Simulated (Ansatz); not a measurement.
**CH₃FMoO₂: up Jacob's ladder to CCSD(T)**

An exercise on one series of results from a longer session: the logs are not shown, and one member is left open.

Program: Ansatz 0.2.0, Gaussian basis. Level of theory: functionals in def2-TZVPP, the program's frozen cores in correlated methods. These are calculated values, not measurements.

Levels to be run: LDA (SPW92), PBE-D4, revPBE-D4, BLYP-D4, r2SCAN-D4, B97M-V, PBE0-D4, B3LYP-D4, r2SCANh-D4, r2SCAN0-D4, HSE06-D4, BHLYP-D4, CAM-B3LYP-D4, LC-ωPBE, ωB97X-V, ωB97M-V, B2PLYP, PBE-QIDH; CCSD(T)/def2-SVP; CCSD(T)/def2-TZVPP; MP2/def2-QZVPP; extrapolation to the limit; RPA on PBE.

**Structure used throughout**

An earlier PBE0-D4 in a triple-zeta def2 set relaxation fixed the geometry. Mo takes the def2 core potential; no spin-orbit term is included.

SMILES `[CH3][Mo](=[O])(=[O])[F]`, 8 atoms, charge 0, spin multiplicity 1.

Atoms are counted from 1 here; the program's logs count them from 0.

Bond lengths: C1–Mo2 2.092 Å, C1–H6 1.092 Å, C1–H7 1.094 Å, C1–H8 1.094 Å, Mo2–O3 1.670 Å, Mo2–O4 1.670 Å, Mo2–F5 1.845 Å. Angles: Mo2–C1–H6 110.7°, Mo2–C1–H7 108.7°, Mo2–C1–H8 108.6°, H6–C1–H7 109.3°, H6–C1–H8 109.3°, H7–C1–H8 110.2°, C1–Mo2–O3 105.5°, C1–Mo2–O4 105.5°, C1–Mo2–F5 109.9°, O3–Mo2–O4 108.3°, O3–Mo2–F5 113.5°, O4–Mo2–F5 113.5°.

Set-up of the first run:

The input, in.yaml:

```yaml
crystal:
  periodic: [false, false, false]
  atoms:
    - {symbol: C, position_ang: [-1.012132, -0.026722, 0.394839]}
    - {symbol: Mo, position_ang: [0.934363, 0.007941, -0.369857]}
    - {symbol: O, position_ang: [1.754768, -1.196035, 0.445625]}
    - {symbol: O, position_ang: [0.792826, -0.445584, -1.970446]}
    - {symbol: F, position_ang: [1.668832, 1.685492, -0.141400]}
    - {symbol: H, position_ang: [-1.461406, -1.012753, 0.263293]}
    - {symbol: H, position_ang: [-0.974183, 0.213565, 1.461182]}
    - {symbol: H, position_ang: [-1.610769, 0.716897, -0.139036]}
basis:
  gaussian: {orbitals: def2-TZVPP}
hamiltonian: {xc: lda}
output: {orbitals: {seedname: orbitals}}
```

Among the steps run: LDA; PBE-D4 (GGA); revPBE-D4 (GGA); BLYP-D4 (GGA); r2SCAN-D4 (meta-GGA); B97M-V (meta-GGA); PBE0-D4 (hybrid); B3LYP-D4 (hybrid); r2SCANh-D4 (hybrid); r2SCAN0-D4 (hybrid); HSE06-D4 (hybrid); BHLYP-D4 (hybrid); CAM-B3LYP-D4 (range-separated); LC-ωPBE-D4 (range-separated; the results give it without D4); ωB97X-V (range-separated); ωB97M-V (range-separated); B2PLYP (double hybrid); PBE-QIDH (double hybrid).

One table of the session follows, with a row left open; its other results are not shown here.

It belongs to the step «Orbital energies across the functionals». 

| functional | HOMO (eV) | LUMO (eV) | gap (eV) |
| --- | --- | --- | --- |
| LDA (SPW92) | -8.08 | -4.00 | 4.08 |
| PBE-D4 | -7.84 | -3.73 | 4.11 |
| revPBE-D4 | -7.76 | -3.62 | 4.13 |
| BLYP-D4 | -7.75 | -3.66 | 4.09 |
| r2SCAN-D4 | -8.21 | -3.69 | 4.52 |
| B97M-V | -8.29 | -3.64 | 4.65 |
| PBE0-D4 | -9.41 | -2.95 | 6.46 |
| B3LYP-D4 | -9.17 | -3.21 | 5.96 |
| r2SCANh-D4 | -8.82 | -3.39 | 5.43 |
| r2SCAN0-D4 | -9.62 | -2.92 | 6.70 |
| HSE06-D4 | -9.00 | -3.33 | 5.67 |
| BHLYP-D4 | -10.74 | -2.05 | 8.69 |
| CAM-B3LYP-D4 | -10.82 | -1.88 | 8.95 |
| LC-ωPBE | -12.16 | -0.63 | 11.53 |
| ωB97X-V | -11.79 | -0.72 | 11.07 |
| ωB97M-V | ? | ? | ? |

Estimate the missing values for ωB97M-V.

As computed: HOMO (eV): -11.69; LUMO (eV): -0.76; gap (eV): 10.93. In the column «HOMO (eV)» it lies between ωB97X-V (-11.79) and CAM-B3LYP-D4 (-10.82).
